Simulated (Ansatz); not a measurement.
# TiGa3: the cost of one run

Method: DFT r²SCAN, with the methods named in each step, in Ansatz 0.2.0.

**1. The structure to begin with**

Symmetry: I4/mmm, No. 139, tetragonal system. The conventional cell has a = 3.795 Å, b = 3.795 Å, c = 8.748 Å, α = 90.00°, β = 90.00°, γ = 90.00°. Ti (site symmetry 4/mmm) has 12 Ga at 2.68 to 2.90 Å as nearest neighbours. Ga (site symmetry 4/mmm) is surrounded by 4 Ti at 2.68 Å and 8 Ga at 2.90 Å. Around Ga (site symmetry -4m2) lie 8 Ga at 2.68 to 2.90 Å and 4 Ti at 2.90 Å.

As a file:

```cif
data_structure
_symmetry_space_group_name_H-M 'I4/mmm'
_symmetry_Int_Tables_number 139
_cell_length_a 3.7950
_cell_length_b 3.7950
_cell_length_c 8.7480
_cell_angle_alpha 90.000
_cell_angle_beta 90.000
_cell_angle_gamma 90.000
_cell_volume 125.99
loop_
_atom_site_label
_atom_site_type_symbol
_atom_site_symmetry_multiplicity
_atom_site_Wyckoff_symbol
_atom_site_fract_x
_atom_site_fract_y
_atom_site_fract_z
_atom_site_occupancy
Ti1 Ti 2 a 0.00000 0.00000 0.00000 1
Ga1 Ga 2 b 0.50000 0.50000 0.00000 1
Ga2 Ga 4 d 0.00000 0.50000 0.25000 1
```

The file gives the conventional cell by its symmetry; the runs use the cell typed in the input.

Atoms are numbered in the order of the input: Ti1, Ga2, Ga3, Ga4.

**2. Cell and atoms relaxed, PAW**

input.yaml

```yaml
crystal:
  lattice:
    - [-1.8975, 1.8975, 4.374]
    - [1.8975, -1.8975, 4.374]
    - [1.8975, 1.8975, -4.374]
  atoms:
    - { symbol: Ti, position: [0.0, 0.0, 0.0] }
    - { symbol: Ga, position: [0.5, 0.5, 0.0] }
    - { symbol: Ga, position: [0.75, 0.25, 0.5] }
    - { symbol: Ga, position: [0.25, 0.75, 0.5] }
kpoints:
  mp_grid: { grid: [13, 13, 13] }
scf:
  occupations: { method: fermi_dirac, width: 0.05 }
hamiltonian:
  xc: r2scan
  pseudopotentials: { kind: paw }
output:
  forces: true
  stress: true
relax:
  f_tol: 0.005
  max_steps: 50
  cell: {}
```

On the command line:

```
ansatz run input.yaml --threads 1 --pin off --max-ram 3072MiB --backend cpu --events-out ev --progress --plain --runs-dir out
```

**Question.** How long does this run take on 1 thread of Intel Xeon 6975P-C (Granite Rapids), shared host, and how much memory does it need?

About 2 min, with a peak of 0.99 GiB.
